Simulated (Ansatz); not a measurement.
# C3H9BS: up Jacob's ladder to CCSD(T)

An exercise on one series of results from a longer session: the logs are not shown, and one member is left open.

Program: Ansatz 0.2.0, Gaussian basis. Level of theory: functionals in def2-TZVPP, the program's frozen cores in correlated methods. These are calculated values, not measurements.

The runs, in order: PBE-D4, r2SCAN-D4, PBE0-D4, B3LYP-D4, ωB97X-V, ωB97M-V, B2PLYP; CCSD(T)/def2-TZVPP; MP2/def2-QZVPP; extrapolation to the limit.

## The relaxed structure

All runs share one geometry, relaxed beforehand with PBE0-D4 in a triple-zeta def2 set.

SMILES `CBSCC`, 14 atoms, charge 0, spin multiplicity 1.

Atoms are counted from 1 here; the program's logs count them from 0.

Bond lengths: C1–B2 1.561 Å, C1–H6 1.092 Å, C1–H7 1.096 Å, C1–H8 1.096 Å, B2–S3 1.768 Å, B2–H9 1.199 Å, S3–C4 1.822 Å, C4–C5 1.514 Å, C4–H10 1.090 Å, C4–H11 1.090 Å, C5–H12 1.092 Å, C5–H13 1.092 Å, C5–H14 1.093 Å. Angles: B2–C1–H6 114.9°, B2–C1–H7 109.6°, B2–C1–H8 109.7°, H6–C1–H7 108.4°, H6–C1–H8 108.4°, H7–C1–H8 105.4°, C1–B2–S3 120.3°, C1–B2–H9 121.6°, S3–B2–H9 118.1°, B2–S3–C4 104.8°, S3–C4–C5 110.3°, S3–C4–H10 108.0°, S3–C4–H11 108.0°, C5–C4–H10 111.1°, C5–C4–H11 111.1°, H10–C4–H11 108.2°, C4–C5–H12 111.2°, C4–C5–H13 111.2° and more.

Set-up of the first run:

in.yaml reads:

```yaml
crystal:
  periodic: [false, false, false]
  atoms:
    - {symbol: C, position_ang: [-2.622816, 0.572966, -1.158495]}
    - {symbol: B, position_ang: [-1.401404, -0.174183, -0.537550]}
    - {symbol: S, position_ang: [0.060014, 0.718762, -0.098687]}
    - {symbol: C, position_ang: [1.191132, -0.541508, 0.573351]}
    - {symbol: C, position_ang: [2.495697, 0.098115, 1.000400]}
    - {symbol: H, position_ang: [-2.485939, 1.647818, -1.290307]}
    - {symbol: H, position_ang: [-3.509589, 0.411426, -0.534699]}
    - {symbol: H, position_ang: [-2.868413, 0.133507, -2.132146]}
    - {symbol: H, position_ang: [-1.420988, -1.357193, -0.343542]}
    - {symbol: H, position_ang: [1.356008, -1.292543, -0.199737]}
    - {symbol: H, position_ang: [0.695179, -1.023807, 1.416102]}
    - {symbol: H, position_ang: [2.992512, 0.584021, 0.157894]}
    - {symbol: H, position_ang: [2.332123, 0.852022, 1.773447]}
    - {symbol: H, position_ang: [3.173483, -0.658501, 1.402868]}
basis:
  gaussian: {orbitals: def2-TZVPP}
hamiltonian: {xc: pbe, dispersion: d4}
output: {forces: true, orbitals: {seedname: orbitals}}
```

Launch:

```sh
$ ansatz run in.yaml --threads 4 --pin off --events-out ev --progress --plain --max-ram 10444MiB
```

Among the steps run: PBE-D4 (GGA); r2SCAN-D4 (meta-GGA); PBE0-D4 (hybrid); B3LYP-D4 (hybrid); ωB97X-V (range-separated); ωB97M-V (range-separated); B2PLYP (double hybrid); CCSD(T) in def2-TZVPP; MP2 in def2-QZVPP.

One of the session's tables, all rows but one given; the rest of the session is left out.

```
            method  atomisation energy (kcal/mol)
            PBE-D4                         1293.2
         r2SCAN-D4                         1278.0
           PBE0-D4                         1280.3
          B3LYP-D4                         1273.2
           ωB97X-V                         1273.6
           ωB97M-V                         1276.4
            B2PLYP                         1259.4
     HF/def2-TZVPP                              ?
    MP2/def2-TZVPP                         1253.5
   CCSD/def2-TZVPP                         1226.1
CCSD(T)/def2-TZVPP                         1241.4
           MP2/CBS                         1280.5
       CCSD(T)/CBS                         1268.3
```

Estimate the missing values for HF/def2-TZVPP.

As computed: atomisation energy (kcal/mol): 970.0. In the column «atomisation energy (kcal/mol)» it is the lowest.
